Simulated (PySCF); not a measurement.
# C3H8O2Si: the cost of one run

The runs use PySCF 2.14.0, with density-fitted response routines of our own; the level of theory stands in each step. All values are computed, except where a source is named. Atoms count from 0, in the outputs and in this text.

### Step 1. The starting structure

14 atoms, charge 0, multiplicity 1; geometry from: GFN2-xTB. The atoms were then displaced at random by about 0.01 Å, so the start is not that level's minimum.

Bonds of the start (Å): Si0–O1 1.65, O1–C2 1.39, C2–C3 1.51, C3–O4 1.46, O4–C5 1.43, C5–C2 1.52, Si0–H6 1.45, Si0–H7 1.48, Si0–H8 1.45, C2–H9 1.11, C3–H10 1.12, C3–H11 1.08, C5–H12 1.09, C5–H13 1.10.

### Step 2. Relaxing the molecule at PBE0-D3(BJ)/def2-SVP

The job: settings as JSON, then the geometry in Å.

```
{"job": {"xc": "PBE0", "basis": "def2-SVP", "d3": "d3bj", "grid": 1, "shake": 0.01, "kind": "geom"}, "charge": 0, "multiplicity": 1}
Si     2.292410     0.010760     0.509340
O      0.833540     0.327770    -0.203110
C     -0.433910     0.448260     0.353160
C     -1.049650    -0.830560     0.873960
O     -2.206900    -0.631210     0.008650
C     -1.581160     0.482550    -0.641410
H      3.119380     0.061640    -0.680290
H      2.606300     1.084900     1.479540
H      2.269620    -1.247230     1.221620
H     -0.436100     1.269270     1.096700
H     -1.373870    -0.859150     1.940610
H     -0.525940    -1.738490     0.617890
H     -1.298670     0.233500    -1.667010
H     -2.222210     1.372920    -0.637350
```

The run is started by

```sh
$ OMP_NUM_THREADS=1 python probes_run.py task.json out
```

One launch serves the whole session: the jobs run in the order shown.

**Question.** How long does this first job take on 1 thread of Arm Neoverse N1, shared host, and how much memory does it need?

About 1.8 min, with a peak of 0.5 GiB.
